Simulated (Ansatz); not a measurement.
**SiBHF2 (SMILES B=[Si](F)F): single points off equilibrium**

How do the functionals fare away from a minimum? The structure is a structure displaced at random from a GFN2-xTB minimum.

Method: single points in def2-TZVPP; program: Ansatz 0.2.0, Gaussian basis.

Correlated methods freeze the cores.

### Step 1. The starting structure

SMILES `B=[Si](F)F`, 5 atoms, charge 0, spin multiplicity 1.

Atoms are counted from 1 here; the program's logs count them from 0.

Bond lengths: B1–Si2 1.728 Å, B1–H5 1.151 Å, Si2–F3 1.686 Å, Si2–F4 1.542 Å. Angles: Si2–B1–H5 143.8°, B1–Si2–F3 130.0°, B1–Si2–F4 132.7°, F3–Si2–F4 91.2°.

As a file:

```
B    -0.59840    1.09710   -0.06420
Si    0.28800   -0.38230    0.03680
F    -0.24350   -1.94010    0.40220
F     1.71000   -0.71740    0.52960
H    -1.01840    1.88050   -0.79610
```

### Step 2. CCSD(T)/def2-TZVPP

Input file run/in.yaml:

```yaml
crystal:
  periodic: [false, false, false]
  atoms:
    - {symbol: B, position_ang: [-0.598400, 1.097100, -0.064200]}
    - {symbol: Si, position_ang: [0.288000, -0.382300, 0.036800]}
    - {symbol: F, position_ang: [-0.243500, -1.940100, 0.402200]}
    - {symbol: F, position_ang: [1.710000, -0.717400, 0.529600]}
    - {symbol: H, position_ang: [-1.018400, 1.880500, -0.796100]}
basis:
  gaussian: {orbitals: def2-TZVPP}
correlation: {method: ccsd_t}
output: {forces: true}
```

The command line of these runs was not kept.

### Step 3. PBE0-D4/def2-TZVPP

run/in.yaml: that of step 2 with these lines changed.

```diff
@@ -10,3 +10,3 @@
   gaussian: {orbitals: def2-TZVPP}
-correlation: {method: ccsd_t}
-output: {forces: true}
+hamiltonian: {xc: pbe0, dispersion: d4}
+output: {forces: true, orbitals: {seedname: orbitals}}
```

### Step 4. wB97M-V/def2-TZVPP

run/in.yaml: that of step 3 with these lines changed.

```diff
@@ -10,3 +10,3 @@
   gaussian: {orbitals: def2-TZVPP}
-hamiltonian: {xc: pbe0, dispersion: d4}
-output: {forces: true, orbitals: {seedname: orbitals}}
+hamiltonian: {xc: {name: wB97M-V}}
+output: {forces: true}
```

### Step 5. r2SCAN-D4/def2-TZVPP

run/in.yaml: that of step 4 with these lines changed.

```diff
@@ -10,3 +10,3 @@
   gaussian: {orbitals: def2-TZVPP}
-hamiltonian: {xc: {name: wB97M-V}}
+hamiltonian: {xc: r2scan, dispersion: d4}
 output: {forces: true}
```

### Step 6. PBE-D4/def2-TZVPP

run/in.yaml: that of step 5 with these lines changed.

```diff
@@ -10,3 +10,3 @@
   gaussian: {orbitals: def2-TZVPP}
-hamiltonian: {xc: r2scan, dispersion: d4}
+hamiltonian: {xc: pbe, dispersion: d4}
 output: {forces: true}
```

### Step 7. B97M-V/def2-TZVPP

run/in.yaml: that of step 6 with these lines changed.

```diff
@@ -10,3 +10,3 @@
   gaussian: {orbitals: def2-TZVPP}
-hamiltonian: {xc: pbe, dispersion: d4}
+hamiltonian: {xc: {name: B97M-V}}
 output: {forces: true}
```

### Step 8. LC-wPBE/def2-TZVPP

run/in.yaml: that of step 7 with these lines changed.

```diff
@@ -10,3 +10,3 @@
   gaussian: {orbitals: def2-TZVPP}
-hamiltonian: {xc: {name: B97M-V}}
+hamiltonian: {xc: {name: LC-wPBE}}
 output: {forces: true}
```

(Steps that only read results are left out.)

Before running it: what results should come out? Wanted: energy less free atoms, CCSD(T)/def2-TZVPP; RMS force component; RMS force error; HOMO and LUMO, PBE0-D4; T1 diagnostic.

**Answer**, as computed:

```
                                  quantity                                                                                          value
energy less free atoms, CCSD(T)/def2-TZVPP                                                                                     -16.774 eV
                       RMS force component                                                           1.957 to 2.178 eV/Å over the methods
                           RMS force error  PBE0-D4 0.138, wB97M-V 0.249, r2SCAN-D4 0.103, PBE-D4 0.375, B97M-V 0.136, LC-wPBE 0.343 eV/Å
                    HOMO and LUMO, PBE0-D4                                                                             -6.57 and -4.12 eV
                             T1 diagnostic                                                                                          0.015
```

What this shows: Against CCSD(T) the functionals' energies less atoms differ by -1.043 to -0.419 eV, PBE-D4 by -1.043 eV. A larger basis would deepen the CCSD(T) value, while the functionals are nearly converged already, so the order here is not reliable. On forces the order runs from r2SCAN-D4 to PBE-D4. Frozen-core CCSD(T) forces in triple zeta carry basis errors of their own, and this is one geometry, so small gaps rank nothing. The restricted Hartree–Fock reference is unstable towards an unrestricted one at one or more of these structures.
